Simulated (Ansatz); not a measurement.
# H₃ (doublet): wave-function methods side by side at distance H1–H2 along a hydrogen transfer = 0.693 Å, cc-pVQZ

One table from this session's results is given with a row withheld; the runs are named, their logs left out.

Method: cc-pVQZ, core rule «outside noble gas», up to 0 orbitals frozen; program: Ansatz 0.2.0, Gaussian basis.

Plan: UHF; CCSD(T) on ROHF; CCSD(T) on UHF; BCCD(T) on ROHF; CISD; CCSDT on ROHF; CCSDT on UHF; CASSCF and NEVPT2, 3 electrons in 3 orbitals; Full CI.

9 further runs of the same task are left out: 1 for a mislabelled method, 8 that didn't finish.

**What is computed**

The geometry derives from fragments relaxed apart (PBE0/def2-TZVP) and kept rigid, so it is no stationary point. A hydrogen atom is moved between rigid fragments.

3 atoms, charge 0, spin multiplicity 2.

Atoms are counted from 1 here; the program's logs count them from 0.

Bond lengths: H1–H2 0.693 Å.

Set-up of the first run:

in.yaml reads:

```yaml
crystal:
  periodic: [false, false, false]
  atoms:
    - {symbol: H, position_ang: [0.000000, 0.000000, -0.801667]}
    - {symbol: H, position_ang: [0.000000, 0.000000, -0.108667]}
    - {symbol: H, position_ang: [0.000000, 0.000000, 0.910333]}
basis:
  gaussian: {orbitals: cc-pVQZ}
magnetization: {spin_polarized: true, initial_magnetization: 1}
hamiltonian: {xc: hf}
output: {orbitals: {seedname: orbitals}}
```

Launch:

```console
ansatz run in.yaml --threads 1 --pin off --events-out ev --progress --plain --max-ram 2393MiB
```

Among the steps run: UHF; CCSD(T) on ROHF; CCSD(T) on UHF; BCCD(T) on ROHF; CISD; CCSDT on ROHF; CCSDT on UHF; CASSCF and NEVPT2, 3 electrons in 3 orbitals; Full CI.

One table of the session follows, with a row left open; its other results are not shown here.

```
        method  from FCI (meV)
          ROHF         +1493.0
           UHF         +1368.4
          RMP2          +279.5
          UMP2               ?
          CISD           +13.4
         RCCSD           +15.2
         UCCSD           +13.5
      RCCSD(T)            +2.5
      UCCSD(T)            +2.5
       BCCD(T)            +2.4
        RCCSDT             0.0
        UCCSDT             0.0
CASSCF valence          +949.8
NEVPT2 valence          +241.6
           FCI               0
```

**Question.** Estimate the row for UMP2.

**Answer.** from FCI (meV): +269.5. In the column «from FCI (meV)» it lies between NEVPT2 valence (+241.6) and RMP2 (+279.5).

To keep in mind: Restricted and unrestricted rows rest on different reference determinants; where their highest levels disagree by more than a few hundredths of an eV, they describe different states and don't form one ladder.
